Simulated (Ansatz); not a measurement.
# ClGeH7Si2: up Jacob's ladder to CCSD(T)

Aim: compute ClGeH7Si2 with functionals from several rungs and with coupled cluster, and see how far each lands from CCSD(T) at the basis-set limit for the atomisation energy.

Program: Ansatz 0.2.0, Gaussian basis. Level of theory: functionals in def2-TZVPP, the program's frozen cores in correlated methods. These are calculated values, not measurements.

The runs, in order: LDA (SPW92), PBE-D4, revPBE-D4, BLYP-D4, r2SCAN-D4, B97M-V, PBE0-D4, B3LYP-D4, r2SCANh-D4, r2SCAN0-D4, HSE06-D4, BHLYP-D4, CAM-B3LYP-D4, LC-ωPBE, ωB97X-V, ωB97M-V, B2PLYP, PBE-QIDH; CCSD(T)/def2-SVP; CCSD(T)/def2-TZVPP; MP2/def2-QZVPP; extrapolation to the limit; RPA on PBE.

## Step 1: The geometry

An earlier PBE0-D4 in a triple-zeta def2 set relaxation fixed the geometry.

SMILES `[SiH3][GeH2][SiH2]Cl`, 11 atoms, charge 0, spin multiplicity 1.

Atoms are counted from 1 here; the program's logs count them from 0.

Bond lengths: Si1–Ge2 2.379 Å, Si1–H5 1.485 Å, Si1–H6 1.486 Å, Si1–H7 1.486 Å, Ge2–Si3 2.377 Å, Ge2–H8 1.539 Å, Ge2–H9 1.541 Å, Si3–Cl4 2.065 Å, Si3–H10 1.484 Å, Si3–H11 1.484 Å. Angles: Ge2–Si1–H5 109.6°, Ge2–Si1–H6 110.4°, Ge2–Si1–H7 109.3°, H5–Si1–H6 109.3°, H5–Si1–H7 109.2°, H6–Si1–H7 109.0°, Si1–Ge2–Si3 109.7°, Si1–Ge2–H8 110.5°, Si1–Ge2–H9 110.6°, Si3–Ge2–H8 109.1°, Si3–Ge2–H9 108.8°, H8–Ge2–H9 108.0°, Ge2–Si3–Cl4 108.3°, Ge2–Si3–H10 111.0°, Ge2–Si3–H11 113.0°, Cl4–Si3–H10 107.5°, Cl4–Si3–H11 107.6°, H10–Si3–H11 109.1°.

## Step 2: LDA

This LDA is Slater exchange with PW92 correlation.

in.yaml reads:

```yaml
crystal:
  periodic: [false, false, false]
  atoms:
    - {symbol: Si, position_ang: [-1.289874, 1.422994, 0.428169]}
    - {symbol: Ge, position_ang: [0.066175, -0.466446, 0.927819]}
    - {symbol: Si, position_ang: [1.342903, -1.065958, -0.985283]}
    - {symbol: Cl, position_ang: [0.064630, -1.208903, -2.600739]}
    - {symbol: H, position_ang: [-2.276895, 1.064421, -0.621478]}
    - {symbol: H, position_ang: [-2.011602, 1.878604, 1.645147]}
    - {symbol: H, position_ang: [-0.429185, 2.529192, -0.066796]}
    - {symbol: H, position_ang: [-0.807674, -1.662562, 1.344950]}
    - {symbol: H, position_ang: [1.028824, -0.151824, 2.089300]}
    - {symbol: H, position_ang: [2.349632, -0.022497, -1.302675]}
    - {symbol: H, position_ang: [2.028263, -2.373921, -0.837813]}
basis:
  gaussian: {orbitals: def2-TZVPP}
hamiltonian: {xc: lda}
output: {orbitals: {seedname: orbitals}}
```

Command:

```console
$ ansatz run in.yaml --threads 4 --pin off --events-out ev --progress --plain --max-ram 10444MiB
```

After this run come: PBE-D4 (GGA); revPBE-D4 (GGA); BLYP-D4 (GGA); r2SCAN-D4 (meta-GGA); B97M-V (meta-GGA); PBE0-D4 (hybrid); B3LYP-D4 (hybrid); r2SCANh-D4 (hybrid); r2SCAN0-D4 (hybrid); HSE06-D4 (hybrid); BHLYP-D4 (hybrid); CAM-B3LYP-D4 (range-separated); LC-ωPBE (range-separated); ωB97X-V (range-separated); ωB97M-V (range-separated); B2PLYP (double hybrid); PBE-QIDH (double hybrid); CCSD(T) in def2-SVP; CCSD(T) in def2-TZVPP; MP2 in def2-QZVPP; RPA on PBE orbitals.

Q: Predict the results of all the runs planned. Wanted: atomisation energy, CCSD(T)/CBS; farthest beyond LDA; mean size of error, GGA; mean size of error, meta-GGA; mean size of error, hybrid; mean size of error, range-separated; mean size of error, double hybrid; gap, smallest and largest; T1 diagnostic.

As calculated:

| quantity | value |
| --- | --- |
| atomisation energy, CCSD(T)/CBS | 32.327 eV |
| functionals within 0.323 eV (1.0 %) | r2SCAN-D4, B97M-V, r2SCANh-D4, r2SCAN0-D4, CAM-B3LYP-D4, ωB97X-V, ωB97M-V |
| farthest beyond LDA | revPBE-D4 (-1.051 eV) |
| mean size of error, GGA | 0.819 eV |
| mean size of error, meta-GGA | 0.153 eV |
| mean size of error, hybrid | 0.402 eV |
| mean size of error, range-separated | 0.346 eV |
| mean size of error, double hybrid | 0.635 eV |
| gap, smallest and largest | 5.34 eV (LDA (SPW92)), 12.03 eV (LC-ωPBE) |
| T1 diagnostic | 0.0115 |
| triples share of the correlation energy | 3.6 % |

LDA overbinds by 3.219 eV (10 %). PBE-D4 is off by -0.587 eV. Double hybrids carry the basis error of their MP2 part in triple zeta, and no dispersion term here, so their miss is partly the set-up's. Taken by rung, meta-GGA functionals do best (0.153 eV on average) and GGA ones worst beyond LDA (0.819 eV). double hybrid functionals lie within the reference's doubt of that worst mean (0.635 eV), so those two tie. Misses under about 0.323 eV are within the doubt on the reference itself, which lacks core-valence correlation, relativity and higher excitations, and its outer-core shells are covered unevenly. Hartree-Fock recovers 75 % of the binding; the rest is correlation. CCSD(T) in def2-SVP is off by -2.450 eV, so the small basis spoils what the method gains. The gap grows from 5.3 to 12.0 eV across the functionals, mostly with the share of exact exchange. Correlated methods include outer-core shells of Ge, which these sets cover unevenly.
